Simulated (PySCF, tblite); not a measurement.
**C6H13BFN: geometry, infrared bands and NMR shifts**

What infrared bands and NMR shifts should C6H13BFN (`C=C(BN)[C@H](F)C(C)C`) show?

The runs use tblite 0.8.0 and PySCF 2.14.0, with density-fitted response routines of our own; the level of theory stands in each step. All values are computed, except where a source is named. Atoms are numbered from 0 throughout.

## Step 1: Starting geometry

22 atoms, charge 0, multiplicity 1; geometry from: force field or distance geometry start.

Bonds of the start (Å): C0–C1 1.35, C1–B2 1.58, B2–N3 1.53, C1–C4 1.48, C4–F5 1.38, C4–C6 1.49, C6–C7 1.50, C6–C8 1.51, C0–H9 1.09, C0–H10 1.09, B2–H11 1.19, N3–H12 1.01, N3–H13 1.02, C4–H14 1.11, C6–H15 1.11, C7–H16 1.10, C7–H17 1.10, C7–H18 1.12, C8–H19 1.11, C8–H20 1.12, C8–H21 1.11.

## Step 2: Optimising the geometry with GFN2-xTB

Job settings and geometry (Å):

```
{"job": {"kind": "relax", "xc": "GFN2-xTB", "basis": "xTB"}, "charge": 0, "multiplicity": 1}
C      1.909500    -1.793800     0.045800
C      1.102600    -0.757000     0.341200
B      1.859200     0.621300     0.521600
N      2.191300     1.456800    -0.716600
C     -0.355100    -0.902800     0.527200
F     -0.662400    -2.234100     0.301700
C     -1.189500    -0.078100    -0.383900
C     -0.993800     1.402900    -0.280200
C     -2.641100    -0.359000    -0.054800
H      1.529300    -2.800900    -0.093800
H      2.982100    -1.661800    -0.074900
H      2.659000     0.633300     1.398300
H      2.862100     1.017600    -1.332600
H      2.350500     2.415600    -0.423100
H     -0.559300    -0.713000     1.604100
H     -1.086600    -0.360900    -1.449900
H     -0.470100     1.726200     0.633300
H     -0.559800     1.750600    -1.227200
H     -2.007000     1.870100    -0.214600
H     -3.305300     0.035100    -0.854700
H     -2.871900     0.207000     0.881300
H     -2.754100    -1.455600     0.049400
```

Launch:

```console
OMP_NUM_THREADS=1 python probes_run.py task.json out
```

This one command runs all jobs of the session in turn.

**Question.** This job is followed by: GFN2-xTB harmonic vibrations, gas phase; GIAO PBE0/pcSseg-1 NMR shielding, non-relativistic, gas phase. Predict these results of the whole session: strongest single infrared mode (GFN2-xTB); zero-point energy (GFN2-xTB); 13C shifts against TMS (PBE0/pcSseg-1); 1H shifts against TMS (PBE0/pcSseg-1, means over atoms taken as alike); 11B shifts against BF3·OEt2 (PBE0/pcSseg-1); 15N shifts against NH3 (PBE0/pcSseg-1); 19F shifts against CFCl3 (PBE0/pcSseg-1); surface potential, 1st and 99th percentile.

As calculated:

```
                                                              quantity                                               value
                             strongest single infrared mode (GFN2-xTB)                               2614 cm⁻¹, 156 km/mol
                                          zero-point energy (GFN2-xTB)                                      115.6 kcal/mol
                                13C shifts against TMS (PBE0/pcSseg-1)           164.1, 127.5, 104.2, 43.7, 22.3, 20.2 ppm
1H shifts against TMS (PBE0/pcSseg-1, means over atoms taken as alike)  6.25, 5.96, 4.86, 4.84, 4.28, 1.45, 1.20, 0.77 ppm
                           11B shifts against BF3·OEt2 (PBE0/pcSseg-1)                                            34.7 ppm
                                15N shifts against NH3 (PBE0/pcSseg-1)                                           106.6 ppm
                              19F shifts against CFCl3 (PBE0/pcSseg-1)                                          -207.2 ppm
                                 surface potential, 1st and 99th percentile                                  -1.27 V and 1.76 V
```

**Reading.** Over 155 steps the energy fell by 1.872 eV; of the close pairs, B2–N3 changed most, 1.530 to 1.380 Å. All 60 modes are real, so the xTB geometry is a minimum. The strongest single mode, at 2614 cm⁻¹, moves mainly H11. GFN2-xTB is a fitted tight-binding method: band positions and strengths are rough. Its intensities can rank the bands wrongly. At PBE0/pcSseg-1: Shielding is most anisotropic at C1 (span 255 ppm, paramagnetic term -239 ppm). At PBE0/pcSseg-1, counted by nearest atom on the grid, the HOMO lies on C0, C1 about 31 % each; N3 11 %, the LUMO on C0 23 %; B2 21 %.
